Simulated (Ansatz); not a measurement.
# C4H12OSi: basis-set convergence

One table from this session's results is given with a row withheld; the runs are named, their logs left out.

Computed with Ansatz 0.2.0, Gaussian basis. Level: one geometry, several basis sets.

Plan: PBE0-D4/def2-SVP; ωB97M-V/def2-SVP; PBE0-D4/def2-QZVPP; ωB97M-V/def2-QZVPP; the functionals' def2-TZVPP values are taken from earlier runs.

1 further run of the same task is left out (it didn't finish). Runs told in other sessions of the task aren't counted.

## The geometry

The geometry comes from an earlier relaxation with PBE0-D4 in a triple-zeta def2 set; it is a stationary point, not always the lowest conformer.

SMILES `CC(C)(C)O[SiH3]`, 18 atoms, charge 0, spin multiplicity 1.

Atoms are counted from 1 here; the program's logs count them from 0.

Bond lengths: C1–C2 1.521 Å, C1–H7 1.092 Å, C1–H8 1.093 Å, C1–H9 1.092 Å, C2–C3 1.519 Å, C2–C4 1.521 Å, C2–O5 1.430 Å, C3–H10 1.092 Å, C3–H11 1.092 Å, C3–H12 1.092 Å, C4–H13 1.092 Å, C4–H14 1.092 Å, C4–H15 1.093 Å, O5–Si6 1.637 Å, Si6–H16 1.490 Å, Si6–H17 1.482 Å, Si6–H18 1.490 Å. Angles: C2–C1–H7 110.3°, C2–C1–H8 111.2°, C2–C1–H9 110.5°, H7–C1–H8 108.3°, H7–C1–H9 108.5°, H8–C1–H9 107.9°, C1–C2–C3 110.5°, C1–C2–C4 110.8°, C1–C2–O5 109.7°, C3–C2–C4 110.5°, C3–C2–O5 105.5°, C4–C2–O5 109.7°, C2–C3–H10 110.2°, C2–C3–H11 110.8°, C2–C3–H12 110.2°, H10–C3–H11 108.7°, H10–C3–H12 108.3°, H11–C3–H12 108.7° and more.

Set-up of the first run:

Input file in.yaml:

```yaml
crystal:
  periodic: [false, false, false]
  atoms:
    - {symbol: C, position_ang: [0.080617, -1.541435, 0.092048]}
    - {symbol: C, position_ang: [0.374802, -0.082745, -0.224348]}
    - {symbol: C, position_ang: [1.860522, 0.120441, -0.465100]}
    - {symbol: C, position_ang: [-0.428832, 0.381070, -1.429942]}
    - {symbol: O, position_ang: [0.056141, 0.729103, 0.908822]}
    - {symbol: Si, position_ang: [-1.375412, 0.963678, 1.667685]}
    - {symbol: H, position_ang: [0.623857, -1.852591, 0.986693]}
    - {symbol: H, position_ang: [-0.986582, -1.701832, 0.264870]}
    - {symbol: H, position_ang: [0.385775, -2.181737, -0.738448]}
    - {symbol: H, position_ang: [2.069659, 1.173801, -0.660925]}
    - {symbol: H, position_ang: [2.198350, -0.468096, -1.320796]}
    - {symbol: H, position_ang: [2.429604, -0.184236, 0.415216]}
    - {symbol: H, position_ang: [-0.249855, 1.441285, -1.620358]}
    - {symbol: H, position_ang: [-0.142781, -0.183539, -2.320003]}
    - {symbol: H, position_ang: [-1.500565, 0.236612, -1.271301]}
    - {symbol: H, position_ang: [-1.939758, -0.299566, 2.220381]}
    - {symbol: H, position_ang: [-1.088549, 1.902247, 2.777821]}
    - {symbol: H, position_ang: [-2.404292, 1.558838, 0.769484]}
basis:
  gaussian: {orbitals: def2-SVP}
hamiltonian: {xc: pbe0, dispersion: d4}
output: {orbitals: {seedname: orbitals}}
```

On the command line:

```bash
ansatz run in.yaml --threads 4 --pin off --events-out ev --progress --plain --max-ram 11315MiB
```

Among the steps run: PBE0-D4 in def2-SVP; ωB97M-V in def2-SVP; PBE0-D4 in def2-QZVPP; ωB97M-V in def2-QZVPP.

One of the session's tables, all rows but one given; the rest of the session is left out.

It belongs to the step «Functionals by basis». 

```
functional       basis  HOMO (eV)  LUMO (eV)
   PBE0-D4    def2-SVP      -7.90       0.97
   PBE0-D4  def2-TZVPP      -7.99       0.48
   PBE0-D4  def2-QZVPP      -8.01       0.28
   ωB97M-V    def2-SVP     -10.22       2.76
   ωB97M-V  def2-TZVPP          ?          ?
   ωB97M-V  def2-QZVPP     -10.36       1.57
```

Estimate the missing values for ωB97M-V, def2-TZVPP.

**Answer.** HOMO (eV): -10.34; LUMO (eV): 2.05. In the column «HOMO (eV)» it lies between ωB97M-V, def2-QZVPP (-10.36) and ωB97M-V, def2-SVP (-10.22).
